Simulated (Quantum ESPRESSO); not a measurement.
A run of Quantum ESPRESSO 7.5:

The input pw.in:

```
&CONTROL
  calculation = 'vc-relax'
  prefix = 'pwscf'
  outdir = './tmp'
  pseudo_dir = './pseudo'
  tprnfor = .true.
  tstress = .true.
  disk_io = 'low'
  nstep = 40
  forc_conv_thr = 0.0004
  etot_conv_thr = 1d-05
/
&SYSTEM
  ibrav = 0
  nat = 1
  ntyp = 1
  ecutwfc = 45
  ecutrho = 360
  nbnd = 12
  occupations = 'smearing'
  smearing = 'gaussian'
  degauss = 0.00734986
/
&ELECTRONS
  conv_thr = 2d-10
  electron_maxstep = 120
  mixing_beta = 0.5
/
&IONS
  ion_dynamics = 'bfgs'
/
&CELL
  cell_dynamics = 'bfgs'
  press = 450
  press_conv_thr = 0.3
/
ATOMIC_SPECIES
Hf   178.4900 hf_lda_v1.uspp.F.UPF
CELL_PARAMETERS angstrom
  -1.7250000000    1.7250000000    1.7250000000
   1.7250000000   -1.7250000000    1.7250000000
   1.7250000000    1.7250000000   -1.7250000000
ATOMIC_POSITIONS crystal
Hf     0.0000000000    0.0000000000    0.0000000000
K_POINTS automatic
24 24 24 0 0 0
```

Potentials or basis: GBRV 1.5 LDA.

Run with:

```sh
$ OMP_NUM_THREADS=1 pw.x -in pw.in > pw.out
```

Hardware: 1 thread of Intel(R) Xeon(R) Platinum 8375C CPU @ 2.90GHz (Ice Lake), with other jobs on the host.

Task: Estimate the wall time of this run.

Result: It took 3.8 min on 1 thread of Intel(R) Xeon(R) Platinum 8375C CPU @ 2.90GHz (Ice Lake), with other jobs on the host, peak memory 0.21 GiB. Counts: scf iterations 42, k pools 1, bands 12, ion steps 5, k points 413, g dense 15947.
